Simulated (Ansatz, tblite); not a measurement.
# The cluster PAu₄−: rung by rung

Aim: run the singlet of the cluster PAu₄− at one geometry on many levels, and compare frontier levels, spin and run time.

Method: as each input shows; program: Ansatz 0.2.0, Gaussian basis.

Plan: GFN1-xTB, GFN2-xTB, PBE-D4/def2-TZVPD, r2SCAN-D4/def2-TZVPD, B97M-V/def2-TZVPD, ωB97X-V/def2-TZVPD, B3LYP-D4/def2-TZVPD, CCSD(T)/def2-SVPD, MP2/def2-TZVPD.

3 further runs of the same task are left out: 3 set aside as unsound or not needed. Runs told in other sessions of the task aren't counted.

## 1. The relaxed structure

The geometry is that of the singlet, from an earlier relaxation (B3LYP-D4/def2-SVPD). At that level it is the lowest of the isomers that a small search found.

5 atoms, charge -1, spin multiplicity 1.

Bond lengths: P1–Au3 2.325 Å, P1–Au4 2.325 Å, P1–Au5 2.331 Å, Au2–Au5 2.647 Å. Angles: Au3–P1–Au4 92.7°, Au3–P1–Au5 96.8°, Au4–P1–Au5 96.8°, P1–Au5–Au2 175.0°.

Au takes a core potential in the def2 sets. No spin-orbit coupling is included. The ion is computed in the gas phase, without counter-ions or solvent.

PBE0-D4/def2-TZVPD was run before; its log isn't repeated, and its numbers join the tables.

## 2. GFN1-xTB

Tight binding, by tblite at 300 K electronic temperature and without a spin-polarisation term:

```python
tblite.interface.Calculator('GFN1-xTB', numbers, positions, charge=-1, uhf=0).singlepoint()
```

Energy -508.9430 eV, HOMO -4.93 eV, LUMO -3.49 eV; 0.006 s.

## 3. GFN2-xTB

Tight binding, by tblite at 300 K electronic temperature and without a spin-polarisation term:

```python
tblite.interface.Calculator('GFN2-xTB', numbers, positions, charge=-1, uhf=0).singlepoint()
```

Energy -495.9903 eV, HOMO -3.68 eV, LUMO -2.17 eV; 0.005 s.

## 4. PBE-D4/def2-TZVPD

start.molden holds the orbitals of an earlier run on this state, given as this run's starting guess.

The input, in.yaml:

```yaml
crystal:
  periodic: [false, false, false]
  atoms:
    - {symbol: P, position_ang: [-0.645367, -1.114585, 0.712393]}
    - {symbol: Au, position_ang: [1.667218, 3.281751, 0.458458]}
    - {symbol: Au, position_ang: [-2.219841, -0.776391, -0.964324]}
    - {symbol: Au, position_ang: [0.755413, -2.325827, -0.693108]}
    - {symbol: Au, position_ang: [0.442587, 0.935052, 0.486581]}
basis:
  gaussian: {orbitals: def2-TZVPD, initial_orbitals: start.molden}
total_charge: -1
hamiltonian: {xc: pbe, dispersion: d4}
scf: {omitted_lower_state_checks: [starts]}
output: {forces: true, orbitals: {seedname: orbitals}}
```

Command:

```
ansatz run in.yaml --threads 4 --pin off --events-out ev --progress --plain --max-ram 4787MiB
```

Further steps of the session: r2SCAN-D4/def2-TZVPD; B97M-V/def2-TZVPD; ωB97X-V/def2-TZVPD; B3LYP-D4/def2-TZVPD; CCSD(T)/def2-SVPD; MP2/def2-TZVPD.

Q: Predict the results of all the runs planned. Wanted: gap in def2-TZVPD, named functionals, smallest and largest; correlation energy, CCSD(T)/def2-SVPD; correlation energy, MP2/def2-TZVPD.

**Answer**, as computed:

```
                                                  quantity                                value
gap in def2-TZVPD, named functionals, smallest and largest  1.33 eV (B97M-V), 6.18 eV (ωB97X-V)
                     correlation energy, CCSD(T)/def2-SVPD                            -44.23 eV
                        correlation energy, MP2/def2-TZVPD                            -54.30 eV
```

Orbital gaps of the named functionals in def2-TZVPD span 1.33 eV (B97M-V) to 6.18 eV (ωB97X-V); exact exchange widens it.
